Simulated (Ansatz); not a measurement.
**Ge2P (doublet): the correlation ladder, cc-pVDZ**

An exercise on one series of results from a longer session: the logs are not shown, and one member is left open.

Method: cc-pVDZ, core rule «outside noble gas», up to 33 orbitals frozen; program: Ansatz 0.2.0, Gaussian basis.

To be run: UHF; CCSD(T) on ROHF; CCSD(T) on UHF; BCCD(T) on ROHF; CISD as a restricted active space (open shells left free, so some higher excitations enter); CCSDT(Q) on ROHF; CCSDT(Q) on UHF; CASSCF and MRCISD+Q, 11 electrons in 11 orbitals; CASSCF and NEVPT2, 11 electrons in 11 orbitals.

28 further runs of the same task are left out: 15 that didn't finish, 13 set aside as unsound or not needed. Runs told in other sessions of the task aren't counted.

### The geometry

The geometry is a PBE0/def2-TZVP stationary point (not a proven minimum). No spin-orbit coupling is included. The filled d shell of Ge may be among the frozen orbitals whatever the setting's name suggests.

3 atoms, charge 0, spin multiplicity 2.

Atoms are counted from 1 here; the program's logs count them from 0.

Bond lengths: Ge1–Ge2 2.630 Å, Ge1–P3 2.226 Å, Ge2–P3 2.226 Å. Angles: Ge2–Ge1–P3 53.8°, Ge1–Ge2–P3 53.8°, Ge1–P3–Ge2 72.4°.

Geometry (Å):

```xyz
3

Ge    0.0000    0.3157    1.3149
Ge    0.0000    0.3157   -1.3149
P     0.0000   -1.4806    0.0000
```

The first run:

The input, in.yaml:

```yaml
crystal:
  periodic: [false, false, false]
  atoms:
    - {symbol: Ge, position_ang: [0.000000, 0.315664, 1.314888]}
    - {symbol: Ge, position_ang: [0.000000, 0.315664, -1.314888]}
    - {symbol: P, position_ang: [0.000000, -1.480598, 0.000000]}
basis:
  gaussian: {orbitals: cc-pVDZ}
magnetization: {spin_polarized: true, initial_magnetization: 1}
hamiltonian: {xc: hf}
output: {orbitals: {seedname: orbitals}}
```

Command:

```bash
> ansatz run in.yaml --threads 1 --pin off --events-out ev --progress --plain --max-ram 2393MiB
```

Steps of the session up to this table: UHF; CCSD(T) on ROHF; CCSD(T) on UHF; BCCD(T) on ROHF; CISD as a restricted active space (open shells left free, so some higher excitations enter); CCSDT(Q) on ROHF; CCSDT(Q) on UHF; CASSCF and MRCISD+Q, 11 electrons in 11 orbitals; CASSCF and NEVPT2, 11 electrons in 11 orbitals.

One table of the session follows, with a row left open; its other results are not shown here.

```
          method  from UCCSDT(Q) (kcal/mol)
            ROHF                    +190.92
             UHF                    +187.90
            RMP2                     +28.09
            UMP2                     +29.99
            CISD                     +34.19
           RCCSD                     +12.48
           UCCSD                     +12.30
        RCCSD(T)                      +1.80
        UCCSD(T)                      +1.88
         BCCD(T)                      +1.73
          RCCSDT                      +1.20
          UCCSDT                          ?
       RCCSDT(Q)                      +0.12
       UCCSDT(Q)                          0
  CASSCF valence                    +128.07
  NEVPT2 valence                     +23.03
  MRCISD valence                     +13.93
MRCISD+Q valence                      +0.99
```

Estimate the missing values for UCCSDT.

The run gave: from UCCSDT(Q) (kcal/mol): +1.14. In the column «from UCCSDT(Q) (kcal/mol)» it lies between MRCISD+Q valence (+0.99) and RCCSDT (+1.20).

With the free atoms at the same levels and basis (separate runs), the atomisation energy is 5.952 eV at UCCSDT(Q), 5.918 eV at RCCSD(T), 5.896 eV at UCCSD(T), 3.226 eV at ROHF.

To keep in mind: Restricted and unrestricted rows rest on different reference determinants; a gap between their highest levels can come from leftover correlation error, from unlike frozen cores or from another state.
